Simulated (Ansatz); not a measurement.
# C2H10BNSi: a ladder of functionals and wavefunction methods

An exercise on one series of results from a longer session: the logs are not shown, and one member is left open.

Program: Ansatz 0.2.0, Gaussian basis. Level of theory: functionals in def2-TZVPP, the program's frozen cores in correlated methods. These are calculated values, not measurements.

Plan: LDA (SPW92), PBE-D4, revPBE-D4, BLYP-D4, r2SCAN-D4, B97M-V, PBE0-D4, B3LYP-D4, r2SCANh-D4, r2SCAN0-D4, HSE06-D4, BHLYP-D4, CAM-B3LYP-D4, LC-ωPBE, ωB97X-V, ωB97M-V, B2PLYP, PBE-QIDH; CCSD(T)/def2-SVP; CCSD(T)/def2-TZVPP; MP2/def2-QZVPP; extrapolation to the limit; RPA on PBE.

### The relaxed structure

All runs share one geometry, relaxed beforehand with PBE0-D4 in a triple-zeta def2 set.

SMILES `CB(C)N[SiH3]`, 15 atoms, charge 0, spin multiplicity 1.

Atoms are counted from 1 here; the program's logs count them from 0.

Bond lengths: C1–B2 1.576 Å, C1–H6 1.095 Å, C1–H7 1.093 Å, C1–H8 1.096 Å, B2–C3 1.578 Å, B2–N4 1.415 Å, C3–H9 1.094 Å, C3–H10 1.094 Å, C3–H11 1.097 Å, N4–Si5 1.739 Å, N4–H12 1.010 Å, Si5–H13 1.486 Å, Si5–H14 1.486 Å, Si5–H15 1.486 Å. Angles: B2–C1–H6 111.2°, B2–C1–H7 114.4°, B2–C1–H8 109.8°, H6–C1–H7 108.0°, H6–C1–H8 105.5°, H7–C1–H8 107.5°, C1–B2–C3 120.0°, C1–B2–N4 120.0°, C3–B2–N4 120.0°, B2–C3–H9 111.2°, B2–C3–H10 115.5°, B2–C3–H11 109.2°, H9–C3–H10 107.7°, H9–C3–H11 105.8°, H10–C3–H11 107.0°, B2–N4–Si5 127.6°, B2–N4–H12 116.6°, Si5–N4–H12 115.9° and more.

Set-up of the first run:

The input, in.yaml:

```yaml
crystal:
  periodic: [false, false, false]
  atoms:
    - {symbol: C, position_ang: [-1.162983, -1.794116, -0.063741]}
    - {symbol: B, position_ang: [-0.318487, -0.476145, 0.118680]}
    - {symbol: C, position_ang: [-0.038526, 0.088478, 1.564906]}
    - {symbol: N, position_ang: [0.195079, 0.197363, -1.014517]}
    - {symbol: Si, position_ang: [1.135471, 1.660084, -1.043139]}
    - {symbol: H, position_ang: [-0.791759, -2.595252, 0.583692]}
    - {symbol: H, position_ang: [-1.190861, -2.173568, -1.088876]}
    - {symbol: H, position_ang: [-2.198278, -1.618009, 0.251084]}
    - {symbol: H, position_ang: [-0.945794, 0.076253, 2.176453]}
    - {symbol: H, position_ang: [0.374162, 1.100660, 1.602756]}
    - {symbol: H, position_ang: [0.674780, -0.568438, 2.077080]}
    - {symbol: H, position_ang: [0.002539, -0.220111, -1.913849]}
    - {symbol: H, position_ang: [1.447280, 1.951246, -2.466906]}
    - {symbol: H, position_ang: [0.388758, 2.808269, -0.466000]}
    - {symbol: H, position_ang: [2.407117, 1.512686, -0.288324]}
basis:
  gaussian: {orbitals: def2-TZVPP}
hamiltonian: {xc: lda}
output: {orbitals: {seedname: orbitals}}
```

Among the steps run: LDA; PBE-D4 (GGA); revPBE-D4 (GGA); BLYP-D4 (GGA); r2SCAN-D4 (meta-GGA); B97M-V (meta-GGA); PBE0-D4 (hybrid); B3LYP-D4 (hybrid); r2SCANh-D4 (hybrid); r2SCAN0-D4 (hybrid); HSE06-D4 (hybrid); BHLYP-D4 (hybrid); CAM-B3LYP-D4 (range-separated); LC-ωPBE (range-separated); ωB97X-V (range-separated); ωB97M-V (range-separated); B2PLYP (double hybrid); PBE-QIDH (double hybrid).

One of the session's tables, all rows but one given; the rest of the session is left out.

It belongs to the step «Frontier levels by functional». 

```
  functional  HOMO (eV)  LUMO (eV)  gap (eV)
 LDA (SPW92)      -6.86      -0.71      6.15
      PBE-D4      -6.76      -0.48      6.27
   revPBE-D4      -6.71      -0.38      6.32
     BLYP-D4      -6.64      -0.36      6.28
   r2SCAN-D4      -7.02      -0.09      6.93
      B97M-V      -7.12      -0.31      6.81
     PBE0-D4      -8.05       0.37      8.42
    B3LYP-D4      -7.83       0.11      7.94
  r2SCANh-D4      -7.51       0.24      7.75
  r2SCAN0-D4      -8.24       0.70      8.95
    HSE06-D4      -7.65       0.00      7.65
    BHLYP-D4      -9.27       1.05     10.32
CAM-B3LYP-D4      -9.43       1.20     10.63
     LC-ωPBE          ?          ?         ?
     ωB97X-V     -10.46       2.21     12.66
     ωB97M-V     -10.35       1.77     12.13
```

Q: Estimate the row for LC-ωPBE from the others.

As computed: HOMO (eV): -10.81; LUMO (eV): 2.41; gap (eV): 13.22. In the column «HOMO (eV)» it is the lowest.
